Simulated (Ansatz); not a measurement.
**ZnGeO2: one candidate of a structure search**

The task: take a trial cell of ZnGeO2 to zero force and stress.

Computed with Ansatz 0.2.0 (DFT PBE, scalar-relativistic, plane waves, PAW, unless a step's input says otherwise).

## (1) The starting structure

It takes space group R-3m (No. 166, trigonal). Conventional cell: a = 5.524 Å, b = 5.524 Å, c = 6.353 Å, α = 90.00°, β = 90.00°, γ = 120.00°. Around Zn (site symmetry -3m) lie 2 O at 1.60 Å. Ge (site symmetry -3m) is surrounded by 2 O at 1.58 Å. O (site symmetry 3m) is surrounded by 1 Ge at 1.58 Å and 1 Zn at 1.60 Å.

Coordinates:

```xyz
4
Lattice="2.7620 1.5946 2.1178 -2.7620 1.5946 2.1178 0.0000 -3.1893 2.1178" Properties=species:S:1:pos:R:3 pbc="T T T"
Zn    0.0000    0.0000    0.0000
Ge    0.0000    0.0000    3.1767
O     0.0000    0.0000    4.7540
O     0.0000    0.0000    1.5995
```

Recipe of the guess: random cell by space group and Wyckoff sites (R-3m, No. 166). The dimensions are guesses.

## (2) A first look at the guess

input.yaml

```yaml
crystal:
  lattice:
    - [2.76200515, 1.59464442, 2.11781891]
    - [-2.76200515, 1.59464442, 2.11781891]
    - [0.0, -3.18928884, 2.11781891]
  atoms:
    - { symbol: Zn, position: [0.0, 0.0, 0.0] }
    - { symbol: Ge, position: [0.5, 0.5, 0.5] }
    - { symbol: O, position: [0.7482499, 0.7482499, 0.7482499] }
    - { symbol: O, position: [0.2517501, 0.2517501, 0.2517501] }
basis:
  ecutwfc: 420
kpoints:
  mp_grid: { grid: [6, 6, 6] }
hamiltonian:
  xc: pbe
scf:
  occupations: { method: gaussian, width: 0.1 }
  lower_state_search: "off"
output:
  forces: true
  stress: true
  eigenvalues: true
```

The run is started by

```console
$ ansatz run input.yaml --threads 1 --pin off --max-ram 2560MiB --backend cpu --events-out ev --progress --plain --runs-dir out
```

The session goes on with these runs: a loose first relaxation; final relaxation.

Before running it: what results should come out? Wanted: conventional cell; volume; energy over the elements; gap on the mesh.

As calculated:

| quantity | value |
| --- | --- |
| symmetry at the end (tolerance 0.02 Å) | space group R-3m (No. 166) |
| conventional cell | a = 4.861 Å, b = 4.861 Å, c = 7.845 Å, α = 90.00°, β = 90.00°, γ = 120.00° |
| volume | 13.38 Å³/atom |
| energy over the elements (uncorrected; H, N, O, F and Cl as molecules) | -0.59 eV/atom |
| gap on the mesh | 1.56 eV |

The space group R-3m (No. 166) is kept, and the volume per atom shrinks by 4.4 % from the first guess. It lies below the elements, which doesn't yet make it stable: competing phases were not computed in this session. No finished test with a distortion of lower symmetry is shown, so the end may be a saddle point.
